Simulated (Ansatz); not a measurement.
# Ge₂F+ (singlet): from Hartree-Fock to the top rungs, cc-pVDZ

Aim: climb from Hartree-Fock through coupled cluster for Ge₂F+ (singlet) at one geometry and basis, and see what each rung misses.

Method: cc-pVDZ, core rule «outside noble gas», up to 29 orbitals frozen; program: Ansatz 0.2.0, Gaussian basis.

To be run: UHF; CCSD(T) on RHF; CCSD(T) on UHF; BCCD(T) on RHF; CISD; CCSDT(Q) on RHF; CCSDT(Q) on UHF.

24 further runs of the same task are left out: 2 for a known fault of the program, 11 that didn't finish, 11 set aside as unsound or not needed.

**1. What is computed**

The geometry is a PBE0/def2-TZVP stationary point (not a proven minimum) of the parent state, kept for this charge and spin. No spin-orbit coupling is included. The filled d shell of Ge may be among the frozen orbitals whatever the setting's name suggests; the logs give the count.

3 atoms, charge 1, spin multiplicity 1.

Atoms are counted from 1 here; the program's logs count them from 0.

Bond lengths: F1–Ge2 2.007 Å, F1–Ge3 2.007 Å, Ge2–Ge3 2.411 Å. Angles: Ge2–F1–Ge3 73.8°, F1–Ge2–Ge3 53.1°, F1–Ge3–Ge2 53.1°.

In the tables R marks a restricted determinant and U an unrestricted one; energies count from the table's Hartree-Fock row.

**2. UHF**

in.yaml

```yaml
crystal:
  periodic: [false, false, false]
  atoms:
    - {symbol: F, position_ang: [0.000000, -1.419044, 0.000000]}
    - {symbol: Ge, position_ang: [0.000000, 0.185570, 1.205501]}
    - {symbol: Ge, position_ang: [0.000000, 0.185570, -1.205501]}
basis:
  gaussian: {orbitals: cc-pVDZ}
total_charge: 1
magnetization: {spin_polarized: true, initial_magnetization: 0}
hamiltonian: {xc: hf}
output: {orbitals: {seedname: orbitals}}
```

On the command line:

```
> ansatz run in.yaml --threads 1 --pin off --events-out ev --progress --plain --max-ram 2393MiB
```

The program printed:

```text
Functional definition: HF
  name "HF"
  cite "Fock, Z. Phys. 61, 126 (1930) doi:10.1007/BF01340294"
  parent pbe
  exchange = exact_x
  correlation = 0
785 factors; integrals over basis functions are off by at most 7.3e-4 eV
mean field evaluation 1: about -115637.2992 eV, gradient 4.2e1 eV
mean field evaluation 2: about -115637.3794 eV, gradient 4.2e1 eV
mean field evaluation 4: about -115643.8366 eV, gradient 2.1e0 eV
mean field evaluation 8: about -115643.9342 eV, gradient 2.7e-1 eV
mean field evaluation 16: about -115644.0263 eV, gradient 5.7e-1 eV
mean field evaluation 32: about -115642.3996 eV, gradient 2.2e-1 eV
mean field evaluation 64: about -115643.9375 eV, gradient 7.6e-3 eV
mean field evaluation 96: about -115640.4810 eV, gradient 5.9e0 eV
mean field evaluation 128: about -115643.9368 eV, gradient 1.1e-1 eV
mean field evaluation 160: about -115634.9286 eV, gradient 1.2e1 eV
mean field -115644.25349646 eV, -4249.8479295044 hartree, gradient 2.4e-5 eV, S^2 0.874808; 8 other end points of the search recorded, 0 dependent functions left out
reference -115644.25349646 eV, -4249.8479295044 hartree; 36, 36 occupied and 32, 32 virtual orbitals, 785 factors
Total energy: -115644.25349646 eV, -4249.8479295044 hartree
```

Run time: 26 s. Hardware: 1 thread of Intel Xeon Platinum 8259CL at 2.50GHz, shared host; peak memory 0.27 GiB.

From the report: ⟨S²⟩ of the determinant 0.875 (pure singlet: 0.00). The determinant is far from a pure spin state, so its energy mixes those of several spin states (harmless only where they are near-degenerate, as at dissociation).

The unrestricted solution breaks the spin symmetry, so the restricted determinant is unstable here.

**3. CCSD(T) on RHF**

in.yaml: that of step 2 with these lines changed.

```diff
@@ -9,4 +9,3 @@
 total_charge: 1
-magnetization: {spin_polarized: true, initial_magnetization: 0}
-hamiltonian: {xc: hf}
-output: {orbitals: {seedname: orbitals}}
+magnetization: {spin_polarized: false}
+correlation: {method: ccsd_t, electrons: outside_noble_gas}
```

The command is unchanged.

The program printed (excerpt; [...] marks lines left out):

```text
Functional definition: HF
  name "HF"
  cite "Fock, Z. Phys. 61, 126 (1930) doi:10.1007/BF01340294"
  parent pbe
[...]
785 factors; integrals over basis functions are off by at most 7.3e-4 eV
[...]
mean field -115643.93745377 eV, -4249.8363151499 hartree, gradient 2.5e-6 eV, S^2 0.000000; 1 other end points of the search recorded, 0 dependent functions left out; unrestricted orbitals would lower it
determinant -115643.93745377 eV, -4249.8363151499 hartree, with singles and doubles -115653.17766921 eV, -4250.1758868042 hartree
determinant -115641.70125462 eV, -4249.7541363469 hartree, with singles and doubles -115651.56825688 eV, -4250.1167419919 hartree
29 core orbitals not correlated: weight in the atoms' cores, before any rotation towards them, 0.977 or more for the frozen orbitals, at most 0.029 for the correlated occupied ones
reference -115643.93745377 eV, -4249.8363151499 hartree; 7, 7 occupied and 32, 32 virtual orbitals, 785 factors
second order -8.50867852 eV of doubles, -0.00000000 eV of singles
cycle   1  -9.24245542 eV  change   -2.2e-3 eV  update   2.4e-3
[...]
cycle  10  -9.24301237 eV  change   -8.3e-6 eV  update   4.5e-6
perturbative correction -0.28364823 eV, -0.0104238801 hartree
Total energy: -115653.46411437 eV, -4250.1864134694 hartree
```

Run time: 9.5 s. Hardware: 1 thread of Intel Xeon Platinum 8259CL at 2.50GHz, shared host.

From the report: correlation -9.5267 eV; T1 0.024; largest double amplitude 0.09.

**4. CCSD(T) on UHF**

in.yaml: that of step 3 with these lines changed.

```diff
@@ -9,3 +9,3 @@
 total_charge: 1
-magnetization: {spin_polarized: false}
+magnetization: {spin_polarized: true, initial_magnetization: 0}
 correlation: {method: ccsd_t, electrons: outside_noble_gas}
```

Launched as before.

The program printed (excerpt; [...] marks lines left out):

```text
Functional definition: HF
  name "HF"
  cite "Fock, Z. Phys. 61, 126 (1930) doi:10.1007/BF01340294"
  parent pbe
[...]
785 factors; integrals over basis functions are off by at most 7.3e-4 eV
[...]
mean field -115644.25349646 eV, -4249.8479295044 hartree, gradient 2.1e-6 eV, S^2 0.874811; 13 other end points of the search recorded, 0 dependent functions left out
determinant -115644.25349646 eV, -4249.8479295044 hartree, with singles and doubles -115653.11167507 eV, -4250.1734615642 hartree
determinant -115643.89994291 eV, -4249.8349366512 hartree, with singles and doubles -115652.80393338 eV, -4250.1621522657 hartree
determinant -115642.40159327 eV, -4249.7798733174 hartree, with singles and doubles -115651.37982065 eV, -4250.1098170881 hartree
determinant -115641.33042830 eV, -4249.7405087310 hartree, with singles and doubles -115650.61257570 eV, -4250.0816213564 hartree
[...]
determinant -115644.25349646 eV, -4249.8479295044 hartree, with singles and doubles -115653.17075377 eV, -4250.1756326663 hartree
determinant -115643.89994291 eV, -4249.8349366512 hartree, with singles and doubles -115652.81242454 eV, -4250.1624643098 hartree
determinant -115643.93745377 eV, -4249.8363151499 hartree, with singles and doubles -115653.17863139 eV, -4250.1759221635 hartree
determinant -115641.70125461 eV, -4249.7541363464 hartree, with singles and doubles -115651.56778400 eV, -4250.1167246137 hartree
29 core orbitals not correlated: weight in the atoms' cores, before any rotation towards them, 0.977 or more for the frozen orbitals, at most 0.025 for the correlated occupied ones
reference -115644.25349646 eV, -4249.8479295044 hartree; 7, 7 occupied and 32, 32 virtual orbitals, 785 factors
second order -8.10268386 eV of doubles, -0.00000000 eV of singles
cycle   1  -8.91725565 eV  change    1.7e-6 eV  update   3.9e-6
perturbative correction -0.28380418 eV, -0.0104296111 hartree
Total energy: -115653.45455629 eV, -4250.1860622164 hartree
```

It took 56 s on 1 thread of Intel Xeon Platinum 8259CL at 2.50GHz, shared host; peak memory 0.28 GiB.

From the report: ⟨S²⟩ of the determinant 0.875 (pure singlet: 0.00); correlation -9.2011 eV; T1 0.088; largest double amplitude 0.06. The determinant is far from a pure spin state, so its energy mixes those of several spin states (harmless only where they are near-degenerate, as at dissociation).

**5. BCCD(T) on RHF**

in.yaml: that of step 4 with these lines changed.

```diff
@@ -9,3 +9,3 @@
 total_charge: 1
-magnetization: {spin_polarized: true, initial_magnetization: 0}
-correlation: {method: ccsd_t, electrons: outside_noble_gas}
+magnetization: {spin_polarized: false}
+correlation: {method: bccd_t, electrons: outside_noble_gas}
```

The command is unchanged.

The program printed (excerpt; [...] marks lines left out):

```text
Functional definition: HF
  name "HF"
  cite "Fock, Z. Phys. 61, 126 (1930) doi:10.1007/BF01340294"
  parent pbe
[...]
785 factors; integrals over basis functions are off by at most 7.3e-4 eV
[...]
mean field -115643.93745377 eV, -4249.8363151499 hartree, gradient 2.5e-6 eV, S^2 0.000000; 1 other end points of the search recorded, 0 dependent functions left out; unrestricted orbitals would lower it
determinant -115643.93745377 eV, -4249.8363151499 hartree, with singles and doubles -115653.17766921 eV, -4250.1758868042 hartree
determinant -115641.70125462 eV, -4249.7541363469 hartree, with singles and doubles -115651.56825688 eV, -4250.1167419919 hartree
29 core orbitals not correlated: weight in the atoms' cores, before any rotation towards them, 0.977 or more for the frozen orbitals, at most 0.029 for the correlated occupied ones
reference -115643.93745377 eV, -4249.8363151499 hartree; 7, 7 occupied and 32, 32 virtual orbitals, 785 factors
second order -8.50867852 eV of doubles, -0.00000000 eV of singles
cycle   1  -9.18859159 eV  change    5.2e-2 eV  update   2.0e-2
[...]
cycle  11  -9.19574401 eV  change    1.7e-6 eV  update   8.9e-6
perturbative correction -0.34226926 eV, -0.0125781634 hartree
Total energy: -115653.47546704 eV, -4250.1868306726 hartree
```

Wall time 6 s (1 thread of Intel Xeon Platinum 8259CL at 2.50GHz, shared host).

From the report: correlation -9.5380 eV; largest double amplitude 0.09.

**6. CISD**

in.yaml: that of step 5 with these lines changed.

```diff
@@ -9,3 +9,2 @@
 total_charge: 1
-magnetization: {spin_polarized: false}
-correlation: {method: bccd_t, electrons: outside_noble_gas}
+correlation: {active_space: {ras: {orbitals: [7, 0, 32], electrons: 14, max_holes: 2, max_particles: 2}, fixed_orbitals: true}}
```

Same command.

The program printed:

```text
Functional definition: HF
  name "HF"
  cite "Fock, Z. Phys. 61, 126 (1930) doi:10.1007/BF01340294"
  parent pbe
  exchange = exact_x
  correlation = 0
785 factors; integrals over basis functions are off by at most 7.3e-4 eV
mean field evaluation 1: about -115637.2992 eV, gradient 5.9e1 eV
mean field evaluation 2: about -115637.3794 eV, gradient 5.9e1 eV
mean field evaluation 4: about -115643.8366 eV, gradient 3.0e0 eV
mean field evaluation 8: about -115643.9370 eV, gradient 1.6e-1 eV
mean field evaluation 16: about -115615.1833 eV, gradient 6.1e1 eV
mean field -115643.93745377 eV, -4249.8363151499 hartree, gradient 2.5e-6 eV, S^2 0.000000; 0 other end points of the search recorded, 0 dependent functions left out
reference -115643.93745377 eV, -4249.8363151499 hartree; 36, 36 occupied and 32, 32 virtual orbitals, 785 factors
state -115652.17451573 eV, -4250.1390215936 hartree
Total energy: -115652.17451573 eV, -4250.1390215936 hartree
```

It took 4.3 s on 1 thread of Intel Xeon Platinum 8259CL at 2.50GHz, shared host.

From the report: 18,697 determinants.

**7. CCSDT(Q) on RHF**

in.yaml: that of step 6 with these lines changed.

```diff
@@ -9,2 +9,3 @@
 total_charge: 1
-correlation: {active_space: {ras: {orbitals: [7, 0, 32], electrons: 14, max_holes: 2, max_particles: 2}, fixed_orbitals: true}}
+magnetization: {spin_polarized: false}
+correlation: {method: ccsdt_q, electrons: outside_noble_gas}
```

Launched as before.

The program printed (excerpt; [...] marks lines left out):

```text
Functional definition: HF
  name "HF"
  cite "Fock, Z. Phys. 61, 126 (1930) doi:10.1007/BF01340294"
  parent pbe
[...]
1342 factors; integrals over basis functions are off by at most 1.5e-7 eV
[...]
mean field -115643.93793952 eV, -4249.8363330009 hartree, gradient 2.6e-6 eV, S^2 0.000000; 1 other end points of the search recorded, 0 dependent functions left out; unrestricted orbitals would lower it
determinant -115643.93793952 eV, -4249.8363330009 hartree, with singles and doubles -115653.17817273 eV, -4250.1759053082 hartree
determinant -115641.70176648 eV, -4249.7541551574 hartree, with singles and doubles -115651.56878796 eV, -4250.1167615086 hartree
29 core orbitals not correlated: weight in the atoms' cores, before any rotation towards them, 0.977 or more for the frozen orbitals, at most 0.029 for the correlated occupied ones
reference -115643.93793952 eV, -4249.8363330009 hartree; 7, 7 occupied and 32, 32 virtual orbitals, 1342 factors
second order -8.50870442 eV of doubles, -0.00000000 eV of singles
cycle   1  -8.71075561 eV  change   -2.0e-1 eV  update   1.4e-1
[...]
cycle  25  -9.55727374 eV  change    1.7e-6 eV  update   1.4e-6
perturbative correction -0.03262623 eV, -0.0011989920 hartree
Total energy: -115653.52783949 eV, -4250.1887553246 hartree
```

Run time: 22 s. Hardware: 1 thread of Intel Xeon Platinum 8259CL at 2.50GHz, shared host; peak memory 0.28 GiB.

From the report: correlation -9.5899 eV; T1 0.026; largest double amplitude 0.10.

**8. CCSDT(Q) on UHF**

in.yaml: that of step 7 with these lines changed.

```diff
@@ -9,3 +9,3 @@
 total_charge: 1
-magnetization: {spin_polarized: false}
+magnetization: {spin_polarized: true, initial_magnetization: 0}
 correlation: {method: ccsdt_q, electrons: outside_noble_gas}
```

The command is unchanged.

The program printed (excerpt; [...] marks lines left out):

```text
Functional definition: HF
  name "HF"
  cite "Fock, Z. Phys. 61, 126 (1930) doi:10.1007/BF01340294"
  parent pbe
[...]
1342 factors; integrals over basis functions are off by at most 1.5e-7 eV
[...]
mean field -115644.25401575 eV, -4249.8479485880 hartree, gradient 1.5e-6 eV, S^2 0.874834; 13 other end points of the search recorded, 0 dependent functions left out
determinant -115644.25401575 eV, -4249.8479485880 hartree, with singles and doubles -115653.11218895 eV, -4250.1734804489 hartree
determinant -115643.90047607 eV, -4249.8349562444 hartree, with singles and doubles -115652.80446450 eV, -4250.1621717841 hartree
determinant -115642.40211925 eV, -4249.7798926470 hartree, with singles and doubles -115651.38034236 eV, -4250.1098362605 hartree
determinant -115641.33093397 eV, -4249.7405273139 hartree, with singles and doubles -115650.61308993 eV, -4250.0816402538 hartree
[...]
determinant -115643.90047607 eV, -4249.8349562444 hartree, with singles and doubles -115652.81295594 eV, -4250.1624838388 hartree
determinant -115643.93793952 eV, -4249.8363330009 hartree, with singles and doubles -115653.17913487 eV, -4250.1759406662 hartree
determinant -115641.70176648 eV, -4249.7541551574 hartree, with singles and doubles -115651.56831822 eV, -4250.1167442459 hartree
29 core orbitals not correlated: weight in the atoms' cores, before any rotation towards them, 0.977 or more for the frozen orbitals, at most 0.025 for the correlated occupied ones
reference -115644.25401575 eV, -4249.8479485880 hartree; 7, 7 occupied and 32, 32 virtual orbitals, 1342 factors
second order -8.10267957 eV of doubles, -0.00000000 eV of singles
cycle   1  -8.28678027 eV  change   -1.8e-1 eV  update   1.3e-1
[...]
cycle  45  -9.23452992 eV  change    5.4e-7 eV  update   4.0e-7
perturbative correction -0.03455576 eV, -0.0012699006 hartree
Total energy: -115653.52310143 eV, -4250.1885812039 hartree
```

Run time: 2.6 min. Hardware: 1 thread of Intel Xeon Platinum 8259CL at 2.50GHz, shared host; peak memory 0.55 GiB.

From the report: ⟨S²⟩ of the determinant 0.875 (pure singlet: 0.00); correlation -9.2691 eV; T1 0.101; largest double amplitude 0.09. The determinant is far from a pure spin state, so its energy mixes those of several spin states (harmless only where they are near-degenerate, as at dissociation).

**9. All levels against the top one**

The yardstick is RCCSDT(Q), where the cluster series has nearly closed. Rows without a time come out of other runs: HF, MP2 and CCSD of CCSD(T), CCSDT of CCSDT(Q).

Differences are taken before rounding.

```csv
method,energy from the lowest RHF (meV),from RCCSDT(Q) (meV),time
RHF,0.0,+9590.4,
UHF,-316.0,+9274.3,
RMP2,-8508.7,+1081.7,
UMP2,-8418.7,+1171.7,
RCCSD,-9243.0,+347.4,
UCCSD,-9233.3,+357.1,
RCCSD(T),-9526.7,+63.7,9.5 s
UCCSD(T),-9517.1,+73.3,56 s
BCCD(T),-9538.0,+52.4,6 s
RCCSDT,-9557.8,+32.6,
UCCSDT,-9551.1,+39.3,
RCCSDT(Q),-9590.4,0,22 s
UCCSDT(Q),-9585.6,+4.7,2.6 min
```

Among the levels timed on like hardware and quicker than the yardstick, those that no quicker one beats, quickest first: BCCD(T) (6 s, +52.4 meV).

Not comparable, so not listed: CISD (they don't share determinant, frozen orbitals or solution with the rows shown, or repeat one).

**10. Outcome**

```
                         quantity                      value
   RCCSDT(Q) below the RHF energy                 -9.5904 eV
              RMP2 from RCCSDT(Q)                +1081.7 meV
              UMP2 from RCCSDT(Q)                +1171.7 meV
             RCCSD from RCCSDT(Q)                 +347.4 meV
          RCCSD(T) from RCCSDT(Q)                  +63.7 meV
          UCCSD(T) from RCCSDT(Q)                  +73.3 meV
         UCCSDT(Q) from RCCSDT(Q)                   +4.7 meV
levels within 1 kcal/mol (43 meV)  RCCSDT, UCCSDT, UCCSDT(Q)
                    T1 diagnostic                      0.024
```

RCCSD(T) misses by +63.7 meV, 0.7 % of the correlation energy. These misses are within one basis, not against nature.

For cost: BCCD(T) gets within 52.4 meV in 6 s, where RCCSDT(Q) took 22 s.
